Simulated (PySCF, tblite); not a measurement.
# C7H13NSi: infrared bands and NMR shifts

Aim: predict the infrared bands and NMR shifts of C7H13NSi (`C=CCC1([SiH2]N=C)CC1`).

The runs use tblite 0.8.0 and PySCF 2.14.0, with density-fitted response routines of our own; the level of theory stands in each step. All values are computed, except where a source is named. Atoms count from 0, in the outputs and in this text.

## 1. The molecule as given

22 atoms, charge 0, multiplicity 1; geometry from: GFN2-xTB.

Bonds of the start (Å): C0–C1 1.32, C1–C2 1.49, C2–C3 1.52, C3–Si4 1.89, Si4–N5 1.72, N5–C6 1.25, C3–C7 1.50, C7–C8 1.49, C8–C3 1.51, C0–H9 1.08, C0–H10 1.08, C1–H11 1.08, C2–H12 1.09, C2–H13 1.10, Si4–H14 1.47, Si4–H15 1.46, C6–H16 1.09, C6–H17 1.09, C7–H18 1.08, C7–H19 1.08, C8–H20 1.08, C8–H21 1.08.

## 2. Vibrational analysis with GFN2-xTB

Job settings and geometry (Å):

```
{"job": {"kind": "ir", "xc": "GFN2-xTB", "basis": "xTB"}, "charge": 0, "multiplicity": 1}
C     -2.908479     1.449899    -0.013846
C     -2.293596     0.289972    -0.145650
C     -1.525994    -0.392670     0.940170
C     -0.060945    -0.532261     0.565371
Si     0.855255     1.110488     0.399088
N      2.517808     0.663063     0.307872
C      3.405450     0.803085    -0.555130
C      0.675292    -1.727093     1.108188
C      0.304775    -1.679404    -0.337814
H     -2.904051     1.987603     0.920463
H     -3.443996     1.910780    -0.826614
H     -2.305131    -0.229649    -1.095695
H     -1.611831     0.176444     1.869145
H     -1.955246    -1.386212     1.108446
H      0.309713     1.882883    -0.724751
H      0.802541     1.866893     1.649540
H      3.272387     1.314511    -1.513587
H      4.399243     0.401763    -0.368091
H      1.714981    -1.611336     1.371843
H      0.134295    -2.408130     1.750357
H      1.093785    -1.540979    -1.062930
H     -0.486667    -2.330263    -0.683244
```

**Question.** This job is followed by: GIAO PBE0/pcSseg-1 NMR shielding, non-relativistic, gas phase. Predict these results of the whole session: strongest single infrared mode (GFN2-xTB); zero-point energy (GFN2-xTB); 13C shifts against TMS (PBE0/pcSseg-1, means over atoms taken as alike); 1H shifts against TMS (PBE0/pcSseg-1, means over atoms taken as alike); 29Si shifts against TMS (PBE0/pcSseg-1); 15N shifts against NH3 (PBE0/pcSseg-1).

The runs gave:

| quantity | value |
| --- | --- |
| strongest single infrared mode (GFN2-xTB) | 2206 cm⁻¹, 360 km/mol |
| zero-point energy (GFN2-xTB) | 110.7 kcal/mol |
| 13C shifts against TMS (PBE0/pcSseg-1, means over atoms taken as alike) | 172.7, 147.9, 121.5, 48.2, 10.8, 5.7 ppm |
| 1H shifts against TMS (PBE0/pcSseg-1, means over atoms taken as alike) | 8.70, 8.61, 6.22, 5.42, 5.25, 5.14, 2.17, 0.52, 0.30 ppm |
| 29Si shifts against TMS (PBE0/pcSseg-1) | -32.3 ppm |
| 15N shifts against NH3 (PBE0/pcSseg-1) | 424.2 ppm |

What this shows: No mode is imaginary among the 60: a minimum at this level. The strongest single mode, at 2206 cm⁻¹, moves mainly H14. Unscaled tight-binding wavenumbers are off by several per cent, some by more. Its intensities can rank the bands wrongly. At PBE0/pcSseg-1: Shielding is most anisotropic at N5 (span 884 ppm, paramagnetic term -490 ppm).
